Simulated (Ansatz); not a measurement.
Task: harmonic frequencies at the relaxed geometry of CH₄F₂O₂Si, SMILES CO[Si](O)(F)F, with Ansatz 0.2.0 through its Python package. Give the script and its output. Settings (for the species named): PBE0, cc-pVDZ basis, multiplicity 1, D3BJ dispersion.

```csv
atom,x (Å),y (Å),z (Å)
C,-0.4806,-1.2164,0.9854
O,0.5134,-0.5368,0.2604
Si,0.1220,0.8652,-0.5611
O,1.6022,1.5377,-1.1736
F,-0.8259,0.5043,-1.7739
F,-0.5422,1.9083,0.4522
H,-0.0953,-2.0738,1.4409
H,-1.3037,-1.4586,0.2976
H,-0.9123,-0.5139,1.8166
H,2.0055,0.9327,-1.7415
```

Script `ch4f2o2si.py`:
```python
# -*- coding: utf-8 -*-
'''Vibrations and zero-point energy of CH4F2O2Si.'''

import itertools

import ansatz as az
from ase import Atoms
from ase.data import atomic_numbers, covalent_radii
from ase.thermochemistry import IdealGasThermo
import numpy as np

GEOMETRY = '''
C    -0.48060   -1.21640    0.98540
O     0.51340   -0.53680    0.26040
Si    0.12200    0.86520   -0.56110
O     1.60220    1.53770   -1.17360
F    -0.82590    0.50430   -1.77390
F    -0.54220    1.90830    0.45220
H    -0.09530   -2.07380    1.44090
H    -1.30370   -1.45860    0.29760
H    -0.91230   -0.51390    1.81660
H     2.00550    0.93270   -1.74150
'''

geometry = az.Crystal.molecule()
for line in GEOMETRY.strip().splitlines():
    symbol, *xyz = line.split()
    geometry = geometry.atom(symbol, [float(v) for v in xyz])

base = (
    geometry.calculation()
    .basis(gaussian='cc-pVDZ')
    .functional('pbe0', dispersion='d3bj')
    .accuracy('medium')
)
symbols = [site.symbol for site in geometry.cartesian_sites]
start = np.array([site.position_ang for site in geometry.cartesian_sites], dtype=float)
summary = base.relax(force_tolerance=0.003).run(threads=1, backend='cpu').report
end = np.array(summary['positions_ang'])

# pairs closer than 1.2 times the sum of covalent radii, before or after
radius = [covalent_radii[atomic_numbers[s]] for s in symbols]
span = lambda where, i, j: np.linalg.norm(where[i] - where[j])
bonded = [(i, j) for i, j in itertools.combinations(range(len(symbols)), 2) if min(span(start, i, j), span(end, i, j)) < 1.2 * (radius[i] + radius[j])]
print('pair        before    after (A)')
for i, j in bonded:
    print(f'{symbols[i]}{i}-{symbols[j]}{j}'.ljust(10), f'{span(start, i, j):8.4f} {span(end, i, j):8.4f}')

# same settings at the minimum
minimum = az.Crystal.molecule()
for symbol, place in zip(symbols, end):
    minimum = minimum.atom(symbol, place.tolist())
vibrating = (
    minimum.calculation()
    .basis(gaussian='cc-pVDZ')
    .functional('pbe0', dispersion='d3bj')
    .accuracy('medium')
    .phonons(temperatures=(100, 500, 100))
)
vib = vibrating.run(threads=1, backend='cpu').report['vibrations']
sums = vib['harmonic_sums']
modes = [m['omega_inv_cm'] for m in sums['modes_at_gamma'] if m['rigid_motion'] == 'no']
print('frequencies (1/cm):', ' '.join(f'{w:.0f}' for w in modes))
print('imaginary modes:', sum(w < 0 for w in modes), ' zero-point energy:', round(sums['zero_point_energy_ev'], 4), 'eV')
# rigid rotor and ideal gas, symmetry number taken as one
gas = IdealGasThermo(vib_energies=[w / 8065.544 for w in modes if w > 0], geometry='linear' if len(modes) == 3 * len(symbols) - 5 else 'nonlinear',
                     atoms=Atoms(symbols, positions=end), symmetrynumber=1, spin=0.0)
print(f'H(298 K) - E = {gas.get_enthalpy(298.15, verbose=False):.4f} eV')
print(f'S(298 K, 1 bar) = {96485.33 * gas.get_entropy(298.15, 1e5, verbose=False):.1f} J/(mol K) with symmetry number 1')
```

```console
$ python ch4f2o2si.py
pair        before    after (A)
C0-O1        1.4055   1.4218
C0-H6        1.0445   1.0983
C0-H7        1.0996   1.1020
C0-H8        1.1708   1.1020
O1-Si2       1.6714   1.6452
Si2-O3       1.7374   1.6424
Si2-F4       1.5810   1.6292
Si2-F5       1.5987   1.6222
O3-H9        0.9226   0.9645
frequencies (1/cm): 61 87 113 159 245 280 335 355 409 711 834 911 960 1015 1147 1167 1205 1463 1472 1476 3047 3133 3164 3892
imaginary modes: 0  zero-point energy: 1.7135 eV
H(298 K) - E = 1.9595 eV
S(298 K, 1 bar) = 372.1 J/(mol K) with symmetry number 1
```

What to keep in mind:
- These settings explore the input space; basis and method may be short of convergence.
- The frequencies are harmonic and unscaled, in a modest basis. The result belongs to the one conformer reached from this start, and soft torsions count as harmonic oscillators.
- The entropy takes a symmetry number of 1; a symmetric molecule's is lower by R ln(sigma).
- Run time: 4.4 min on 1 thread of Intel(R) Xeon(R) Platinum 8488C (Sapphire Rapids), on a shared host, peak memory 0.38 GiB.
